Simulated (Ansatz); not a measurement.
**F2H2NSi radical: up Jacob's ladder to CCSD(T)**

One table from this session's results is given with a row withheld; the runs are named, their logs left out.

Method: functionals in def2-TZVPP, the program's frozen cores in correlated methods; program: Ansatz 0.2.0, Gaussian basis.

Plan: LDA (SPW92), PBE-D4, revPBE-D4, BLYP-D4, r2SCAN-D4, B97M-V, PBE0-D4, B3LYP-D4, r2SCANh-D4, r2SCAN0-D4, HSE06-D4, BHLYP-D4, CAM-B3LYP-D4, LC-ωPBE, ωB97X-V, ωB97M-V, B2PLYP, PBE-QIDH; CCSD(T)/def2-SVP; CCSD(T)/def2-TZVPP; CCSD(T)/def2-QZVPP; extrapolation to the limit; RPA on PBE.

### The geometry

All runs share one geometry, relaxed beforehand with PBE0-D4 in a triple-zeta def2 set.

SMILES `N[Si](F)F`, 6 atoms, charge 0, spin multiplicity 2.

Atoms are counted from 1 here; the program's logs count them from 0.

Bond lengths: N1–Si2 1.704 Å, N1–H5 1.009 Å, N1–H6 1.009 Å, Si2–F3 1.594 Å, Si2–F4 1.594 Å. Angles: Si2–N1–H5 119.3°, Si2–N1–H6 119.3°, H5–N1–H6 111.4°, N1–Si2–F3 107.1°, N1–Si2–F4 107.1°, F3–Si2–F4 109.0°.

Set-up of the first run:

Input file in.yaml:

```yaml
crystal:
  periodic: [false, false, false]
  atoms:
    - {symbol: N, position_ang: [-0.241474, 0.811785, 0.051220]}
    - {symbol: Si, position_ang: [0.171781, -0.779480, -0.396101]}
    - {symbol: F, position_ang: [1.703833, -0.992473, -0.011374]}
    - {symbol: F, position_ang: [-0.725882, -1.761867, 0.481215]}
    - {symbol: H, position_ang: [-1.213010, 1.081964, 0.072698]}
    - {symbol: H, position_ang: [0.346851, 1.576072, -0.243858]}
basis:
  gaussian: {orbitals: def2-TZVPP}
magnetization: {spin_polarized: true, initial_magnetization: 1}
hamiltonian: {xc: lda}
output: {orbitals: {seedname: orbitals}}
```

The run is started by

```
ansatz run in.yaml --threads 2 --pin off --events-out ev --progress --plain --max-ram 22528MiB --backend cpu
```

Among the steps run: LDA; PBE-D4 (GGA); revPBE-D4 (GGA); BLYP-D4 (GGA); r2SCAN-D4 (meta-GGA); B97M-V (meta-GGA); PBE0-D4 (hybrid); B3LYP-D4 (hybrid); r2SCANh-D4 (hybrid); r2SCAN0-D4 (hybrid); HSE06-D4 (hybrid); BHLYP-D4 (hybrid); CAM-B3LYP-D4 (range-separated); LC-ωPBE (range-separated); ωB97X-V (range-separated); ωB97M-V (range-separated); B2PLYP (double hybrid); PBE-QIDH (double hybrid).

One of the session's tables, all rows but one given; the rest of the session is left out.

It belongs to the step «Orbital energies across the functionals». 

| functional | HOMO (eV) | LUMO (eV) | gap (eV) |
| --- | --- | --- | --- |
| LDA (SPW92) | -5.09 | -3.72 | 1.37 |
| PBE-D4 | -5.07 | -3.23 | 1.85 |
| revPBE-D4 | -5.04 | -3.05 | 1.99 |
| BLYP-D4 | ? | ? | ? |
| r2SCAN-D4 | -5.46 | -2.68 | 2.78 |
| B97M-V | -5.12 | -3.41 | 1.71 |
| PBE0-D4 | -6.40 | -2.28 | 4.13 |
| B3LYP-D4 | -6.13 | -2.76 | 3.37 |
| r2SCANh-D4 | -5.95 | -2.38 | 3.57 |
| r2SCAN0-D4 | -6.69 | -1.95 | 4.74 |
| HSE06-D4 | -6.00 | -2.66 | 3.34 |
| BHLYP-D4 | -7.59 | -1.55 | 6.04 |
| CAM-B3LYP-D4 | -7.73 | -1.47 | 6.26 |
| LC-ωPBE | -9.17 | 0.10 | 9.27 |
| ωB97X-V | -8.63 | -0.54 | 8.09 |
| ωB97M-V | -8.23 | -0.72 | 7.52 |

Q: Estimate the row for BLYP-D4 from the others.

Worked estimate for «HOMO (eV)». Against the share of exact exchange, B3LYP-D4 (0.2, -6.13), BHLYP-D4 (0.5, -7.59) give a slope of -4.87 per unit share; at 0 the line stands at -5.16.

**Answer.** HOMO (eV): -4.91; LUMO (eV): -3.33; gap (eV): 1.58. In «HOMO (eV)» the line misses by -0.25.
